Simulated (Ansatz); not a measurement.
**BFH₂Se: one species, many methods**

One table from this session's results is given with a row withheld; the runs are named, their logs left out.

Method: functionals in def2-TZVPP, the program's frozen cores in correlated methods; program: Ansatz 0.2.0, Gaussian basis.

Levels to be run: LDA (SPW92), PBE-D4, revPBE-D4, BLYP-D4, r2SCAN-D4, B97M-V, PBE0-D4, B3LYP-D4, r2SCANh-D4, r2SCAN0-D4, HSE06-D4, BHLYP-D4, CAM-B3LYP-D4, LC-ωPBE, ωB97X-V, ωB97M-V, B2PLYP, PBE-QIDH; CCSD(T)/def2-SVP; CCSD(T)/def2-TZVPP; MP2/def2-QZVPP; extrapolation to the limit; RPA on PBE.

## The relaxed structure

All runs share one geometry, relaxed beforehand with PBE0-D4 in a triple-zeta def2 set.

SMILES `FB[SeH]`, 5 atoms, charge 0, spin multiplicity 1.

Atoms are counted from 1 here; the program's logs count them from 0.

Bond lengths: F1–B2 1.320 Å, B2–Se3 1.934 Å, B2–H4 1.193 Å, Se3–H5 1.467 Å. Angles: F1–B2–Se3 118.0°, F1–B2–H4 119.8°, Se3–B2–H4 122.2°, B2–Se3–H5 93.3°.

Set-up of the first run:

File in.yaml:

```yaml
crystal:
  periodic: [false, false, false]
  atoms:
    - {symbol: F, position_ang: [-0.285900, -1.627166, 0.824315]}
    - {symbol: B, position_ang: [-0.277503, -0.532157, 0.086991]}
    - {symbol: Se, position_ang: [1.102213, 0.780013, 0.426212]}
    - {symbol: H, position_ang: [-1.106882, -0.379256, -0.757477]}
    - {symbol: H, position_ang: [0.617971, 1.684965, -0.621442]}
basis:
  gaussian: {orbitals: def2-TZVPP}
hamiltonian: {xc: lda}
output: {orbitals: {seedname: orbitals}}
```

Among the steps run: LDA; PBE-D4 (GGA); revPBE-D4 (GGA); BLYP-D4 (GGA); r2SCAN-D4 (meta-GGA); B97M-V (meta-GGA); PBE0-D4 (hybrid); B3LYP-D4 (hybrid); r2SCANh-D4 (hybrid); r2SCAN0-D4 (hybrid); HSE06-D4 (hybrid); BHLYP-D4 (hybrid); CAM-B3LYP-D4 (range-separated); LC-ωPBE-D4 (range-separated; the results give it without D4); ωB97X-V (range-separated); ωB97M-V (range-separated); B2PLYP (double hybrid); PBE-QIDH (double hybrid).

One of the session's tables, all rows but one given; the rest of the session is left out.

It belongs to the step «Frontier levels by functional». 

| functional | HOMO (eV) | gap (eV) |
| --- | --- | --- |
| LDA (SPW92) | -6.84 | 4.79 |
| PBE-D4 | -6.67 | 4.89 |
| revPBE-D4 | ? | ? |
| BLYP-D4 | -6.49 | 4.86 |
| r2SCAN-D4 | -6.95 | 5.48 |
| B97M-V | -6.96 | 5.50 |
| PBE0-D4 | -7.80 | 6.95 |
| B3LYP-D4 | -7.55 | 6.49 |
| r2SCANh-D4 | -7.36 | 6.23 |
| r2SCAN0-D4 | -7.98 | 7.34 |
| HSE06-D4 | -7.40 | 6.17 |
| BHLYP-D4 | -8.75 | 8.92 |
| CAM-B3LYP-D4 | -9.06 | 9.31 |
| LC-ωPBE | -10.41 | 11.82 |
| ωB97X-V | -10.06 | 11.41 |
| ωB97M-V | -9.93 | 11.07 |

**Question.** Estimate the row for revPBE-D4.

**Answer.** HOMO (eV): -6.61; gap (eV): 4.94. In the column «HOMO (eV)» it lies between PBE-D4 (-6.67) and BLYP-D4 (-6.49).
